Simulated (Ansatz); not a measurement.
**InH3O (SMILES [OH][InH2]): single points off equilibrium**

The atoms stand at a structure displaced at random from a GFN2-xTB minimum. How far do the functionals agree with CCSD(T) there?

Program: Ansatz 0.2.0, Gaussian basis. Level of theory: single points in def2-TZVPP. These are calculated values, not measurements.

Correlated methods freeze the cores. Filled d shells of the heavier atoms are correlated. Core potentials replace the inner electrons past krypton, and spin-orbit coupling is left out.

### 1 The system as given

SMILES `[OH][InH2]`, 5 atoms, charge 0, spin multiplicity 1.

Atoms are counted from 1 here; the program's logs count them from 0.

Bond lengths: O1–In2 1.914 Å, O1–H3 0.953 Å, In2–H4 1.744 Å, In2–H5 1.698 Å. Angles: In2–O1–H3 124.0°, O1–In2–H4 121.4°, O1–In2–H5 113.0°, H4–In2–H5 125.6°.

Geometry (Å):

```xyz
5
charge 0, multiplicity 1
O     0.8272   -0.8318    0.7277
In   -0.1605    0.4504   -0.2937
H     0.5051   -1.7020    0.9470
H    -1.6822    0.0398   -1.0396
H     0.6175    1.9559   -0.3979
```

### 2 CCSD(T)/def2-TZVPP

Contents of run/in.yaml:

```yaml
crystal:
  periodic: [false, false, false]
  atoms:
    - {symbol: O, position_ang: [0.827200, -0.831800, 0.727700]}
    - {symbol: In, position_ang: [-0.160500, 0.450400, -0.293700]}
    - {symbol: H, position_ang: [0.505100, -1.702000, 0.947000]}
    - {symbol: H, position_ang: [-1.682200, 0.039800, -1.039600]}
    - {symbol: H, position_ang: [0.617500, 1.955900, -0.397900]}
basis:
  gaussian: {orbitals: def2-TZVPP}
correlation: {method: ccsd_t}
output: {forces: true}
```

The command line of these runs was not kept.

### 3 PBE0-D4/def2-TZVPP

Changes to run/in.yaml since step 2:

```diff
@@ -10,3 +10,3 @@
   gaussian: {orbitals: def2-TZVPP}
-correlation: {method: ccsd_t}
-output: {forces: true}
+hamiltonian: {xc: pbe0, dispersion: d4}
+output: {forces: true, orbitals: {seedname: orbitals}}
```

### 4 wB97M-V/def2-TZVPP

Changes to run/in.yaml since step 3:

```diff
@@ -10,3 +10,3 @@
   gaussian: {orbitals: def2-TZVPP}
-hamiltonian: {xc: pbe0, dispersion: d4}
-output: {forces: true, orbitals: {seedname: orbitals}}
+hamiltonian: {xc: {name: wB97M-V}}
+output: {forces: true}
```

### 5 r2SCAN-D4/def2-TZVPP

Changes to run/in.yaml since step 4:

```diff
@@ -10,3 +10,3 @@
   gaussian: {orbitals: def2-TZVPP}
-hamiltonian: {xc: {name: wB97M-V}}
+hamiltonian: {xc: r2scan, dispersion: d4}
 output: {forces: true}
```

### 6 PBE-D4/def2-TZVPP

Changes to run/in.yaml since step 5:

```diff
@@ -10,3 +10,3 @@
   gaussian: {orbitals: def2-TZVPP}
-hamiltonian: {xc: r2scan, dispersion: d4}
+hamiltonian: {xc: pbe, dispersion: d4}
 output: {forces: true}
```

### 7 LC-wPBE/def2-TZVPP

Changes to run/in.yaml since step 6:

```diff
@@ -10,3 +10,3 @@
   gaussian: {orbitals: def2-TZVPP}
-hamiltonian: {xc: pbe, dispersion: d4}
+hamiltonian: {xc: {name: LC-wPBE}}
 output: {forces: true}
```

### 8 CAM-B3LYP-D4/def2-TZVPP

Changes to run/in.yaml since step 7:

```diff
@@ -10,3 +10,3 @@
   gaussian: {orbitals: def2-TZVPP}
-hamiltonian: {xc: {name: LC-wPBE}}
+hamiltonian: {xc: {name: CAM-B3LYP}, dispersion: d4}
 output: {forces: true}
```

(Steps that only read results are left out.)

Q: Predict the outcome of this session. Wanted: energy less free atoms, CCSD(T)/def2-TZVPP; RMS force component; RMS force error; HOMO and LUMO, PBE0-D4; T1 diagnostic.

As calculated:

```
                                  quantity                                                                                                value
energy less free atoms, CCSD(T)/def2-TZVPP                                                                                      -294.5 kcal/mol
                       RMS force component                                                                 0.571 to 0.752 eV/Å over the methods
                           RMS force error  PBE0-D4 0.050, wB97M-V 0.035, r2SCAN-D4 0.032, PBE-D4 0.203, LC-wPBE 0.117, CAM-B3LYP-D4 0.049 eV/Å
                    HOMO and LUMO, PBE0-D4                                                                                   -8.03 and -1.36 eV
                             T1 diagnostic                                                                                                0.016
```

**Reading.** Against CCSD(T) the functionals' energies less atoms differ by -6.9 to +2.3 kcal/mol, PBE-D4 by -4.3 kcal/mol. The reference is not at the basis limit: in triple zeta CCSD(T) underbinds, which counts against methods that bind more; the gaps are no ranking. The forces of r2SCAN-D4 come nearest to CCSD(T), those of PBE-D4 are farthest. Frozen-core CCSD(T) forces in triple zeta carry basis errors of their own, and this is one geometry, so small gaps rank nothing.
